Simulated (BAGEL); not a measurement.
# SiNH2Cl2F (SMILES N[Si](F)(Cl)Cl) at 4 levels

We compute a comparison of 4 runs (B3LYP/6-31G*, B3LYP/cc-pVDZ, PBE0/cc-pVDZ, RI-MP2/cc-pVDZ) of SiNH2Cl2F. 

The results are computed with BAGEL 1.2.2.

3 further runs of the same task are left out: 1 that didn't finish, 2 set aside as unsound or not needed.

### 1 The system as given

SiNH2Cl2F: 7 atoms, total charge 0, spin state singlet. As SMILES, `N[Si](F)(Cl)Cl`. The shape is that of a PBE0-D4/def2-TZVP optimisation. This is one conformer, not always the lowest.

Bond lengths: N1–Si2 1.676 Å, Si2–F3 1.585 Å, Si2–Cl4 2.027 Å, Si2–Cl5 2.027 Å, N1–H6 1.005 Å, N1–H7 1.005 Å. Angles: N1–Si2–F3 114.8°, N1–Si2–Cl4 109.3°, N1–Si2–Cl5 109.3°, F3–Si2–Cl4 105.7°, F3–Si2–Cl5 105.7°, Cl4–Si2–Cl5 112.1°, Si2–N1–H6 122.5°, Si2–N1–H7 122.4°, H6–N1–H7 113.7°.

### 2 A single-point energy at B3LYP/6-31G(d) (density fitting with qzvpp-jkfit, spherical functions) (run 1)

calc.json reads:

```json
{ "bagel" : [

{
  "title" : "molecule",
  "basis" : "6-31gs.json",
  "df_basis" : "qzvpp-jkfit",
  "angstrom" : true,
  "geometry" : [
    { "atom" : "N", "xyz" : [   -1.059000,    0.085800,    0.191700 ] },
    { "atom" : "Si", "xyz" : [    0.586500,   -0.079400,   -0.080300 ] },
    { "atom" : "F", "xyz" : [    1.378000,   -0.829500,    1.069700 ] },
    { "atom" : "Cl", "xyz" : [    0.882000,   -1.181400,   -1.756200 ] },
    { "atom" : "Cl", "xyz" : [    1.429700,    1.759200,   -0.216600 ] },
    { "atom" : "H", "xyz" : [   -1.715300,   -0.648800,   -0.008700 ] },
    { "atom" : "H", "xyz" : [   -1.440600,    0.826200,    0.754600 ] }
  ]
},
{ "title" : "ks", "xc_func" : "b3lyp" },
{ "title" : "print", "file" : "orbitals.molden", "orbitals" : true }

]}
```

The basis set 6-31G* is read from a file made from the Basis Set Exchange's data (not shown).

Command:

```console
$ BAGEL_NUM_THREADS=1 BAGEL calc.json > calc.out
```

Output:

```text
* using 1 threads per process

  ===============================================================
  ===============================================================

  *** Geometry ***

[... 20 lines left out ...]
    * Removing 13678 points whose weight is below 1.00e-10
[... 2 lines left out ...]
  === Nuclear Repulsion ===
   379.5098614262

       - DIIS with orbital gradients will be used.

  === KS iteration (b3lyp / 6-31gs.json) ===
      0      -1328.63540851          0.12988620           0.49
      1      -1236.41121741          0.20333822           0.71
      2      -1322.83267642          0.13537172           0.46
[... 15 lines of this table left out ...]
     18      -1365.86692543          0.00000000           0.44
    * SCF iteration converged.

    * Permanent dipole moment:
           (    1.125191,    -0.037839,    -0.330453) a.u.

    * METHOD: KS                                   9.72

    * METHOD: PRINT                                0.03

  ===============================================================
```

Wall time 11 s (1 thread of AMD EPYC 7B13 (Zen 3), shared host); peak memory 0.43 GiB.

### 3 A single-point energy at B3LYP/cc-pVDZ (density fitting with qzvpp-jkfit) (run 2)

input.json reads:

```json
{ "bagel": [

{
  "title": "molecule",
  "basis": "cc-pvdz.json",
  "df_basis": "qzvpp-jkfit",
  "angstrom": true,
  "geometry": [
    { "atom": "N", "xyz": [   -1.059000,    0.085800,    0.191700 ] },
    { "atom": "Si", "xyz": [    0.586500,   -0.079400,   -0.080300 ] },
    { "atom": "F", "xyz": [    1.378000,   -0.829500,    1.069700 ] },
    { "atom": "Cl", "xyz": [    0.882000,   -1.181400,   -1.756200 ] },
    { "atom": "Cl", "xyz": [    1.429700,    1.759200,   -0.216600 ] },
    { "atom": "H", "xyz": [   -1.715300,   -0.648800,   -0.008700 ] },
    { "atom": "H", "xyz": [   -1.440600,    0.826200,    0.754600 ] }
  ]
},
{ "title": "ks", "xc_func": "b3lyp" },
{ "title": "print", "file": "orbitals.molden", "orbitals": true }

]}
```

The basis set cc-pVDZ is read from a file made from the Basis Set Exchange's data (not shown).

Command:

```console
$ BAGEL_NUM_THREADS=1 BAGEL input.json > input.out
```

Output:

```text
* using 1 threads per process

  ===============================================================
  ===============================================================

  *** Geometry ***

[... 20 lines left out ...]
    * Removing 13678 points whose weight is below 1.00e-10
[... 2 lines left out ...]
  === Nuclear Repulsion ===
   379.5098614262

       - DIIS with orbital gradients will be used.

  === KS iteration (b3lyp / cc-pvdz.json) ===
      0      -1330.03878520          0.09387526           0.71
      1      -1213.54995255          0.18149770           0.63
      2      -1327.04159500          0.11362500           0.51
[... 16 lines of this table left out ...]
     19      -1365.93254619          0.00000001           0.48
    * SCF iteration converged.

    * Permanent dipole moment:
           (    1.075596,    -0.085258,    -0.222155) a.u.

    * METHOD: KS                                  10.91

    * METHOD: PRINT                                0.03

  ===============================================================
```

It took 12 s on 1 thread of AMD EPYC 7B13 (Zen 3), shared host; peak memory 0.45 GiB.

Run 3 isn't shown in full; the table further down has it.

### 4 The energy at RI-MP2/cc-pVDZ (density fitting with qzvpp-jkfit) (run 4)

input.json reads:

```json
{ "bagel" : [

{
  "title" : "molecule",
  "basis" : "cc-pvdz.json",
  "df_basis" : "qzvpp-jkfit",
  "angstrom" : true,
  "geometry" : [
    { "atom" : "N", "xyz" : [      -1.059000,       0.085800,       0.191700 ] },
    { "atom" : "Si", "xyz" : [       0.586500,      -0.079400,      -0.080300 ] },
    { "atom" : "F", "xyz" : [       1.378000,      -0.829500,       1.069700 ] },
    { "atom" : "Cl", "xyz" : [       0.882000,      -1.181400,      -1.756200 ] },
    { "atom" : "Cl", "xyz" : [       1.429700,       1.759200,      -0.216600 ] },
    { "atom" : "H", "xyz" : [      -1.715300,      -0.648800,      -0.008700 ] },
    { "atom" : "H", "xyz" : [      -1.440600,       0.826200,       0.754600 ] }
  ]
},

{ "title" : "hf" },

{ "title" : "mp2", "ncore" : 17 }

]}
```

The basis set cc-pVDZ is read from a file made from the Basis Set Exchange's data (not shown).

Command:

```console
$ BAGEL_NUM_THREADS=1 BAGEL input.json > input.out
```

Output:

```text
* using 1 threads per process

  ===============================================================
  ===============================================================

  *** Geometry ***

[... 31 lines left out ...]
    * SCF iteration converged.
[... 1 line left out ...]
    * Permanent dipole moment:
[... 2 lines left out ...]
    * METHOD: HF                                   1.92

  *** RHF ***

  === Nuclear Repulsion ===
   379.5098614262

      * DIIS with orbital gradients will be used.

  === RHF iteration (cc-pvdz.json) ===
      0      -1363.19771442          0.00000000           0.11
    * SCF iteration converged.

    * Permanent dipole moment:
           (    1.145234,    -0.104627,    -0.210197) a.u.

  === DF-MP2 calculation ===

    * freezing 17 orbitals
    * 3-index integral transformation done
    * assembly done

      MP2 correlation energy:   -0.7119391054      0.05

      MP2 total energy:       -1363.9096535253

    * METHOD: MP2                                  0.29

  ===============================================================
```

Run time: 2.8 s. Hardware: 1 thread of AMD EPYC 7B13 (Zen 3), shared host; peak memory 0.17 GiB.

### 5 The series

```tsv
run	level	frozen core orbitals	energy (Eh)	dipole moment (D)	HOMO energy (eV)	LUMO energy (eV)	wall time
1	B3LYP/6-31G* (density fitting with qzvpp-jkfit, spherical functions)	–	-1365.866925	2.98	-8.05	0.53	11 s
2	B3LYP/cc-pVDZ (density fitting with qzvpp-jkfit)	–	-1365.932546	2.80	-7.95	0.56	12 s
3	PBE0/cc-pVDZ (density fitting with qzvpp-jkfit)	–	-1365.314375	2.86	-8.30	0.84	11 s
4	RI-MP2/cc-pVDZ (density fitting with qzvpp-jkfit)	17	-1363.909654	–	–	–	2.8 s
```

### 6 Summary of results

| quantity | value |
| --- | --- |
| run 4: total energy | -1363.90965 Eh |
| run 4: correlation energy (17 core orbitals frozen) | -711.9 mEh |

**Reading.** Over runs 1, 2, 3 the dipole moment (its size) runs from 2.80 D (B3LYP/cc-pVDZ) to 2.98 D (B3LYP/6-31G*). Over runs 1, 2, 3 the HOMO–LUMO gap runs from 8.51 eV (B3LYP/cc-pVDZ) to 9.14 eV (PBE0/cc-pVDZ). Totals of different functionals can't be ranked against each other. All runs together took 36 s, the longest 12 s.
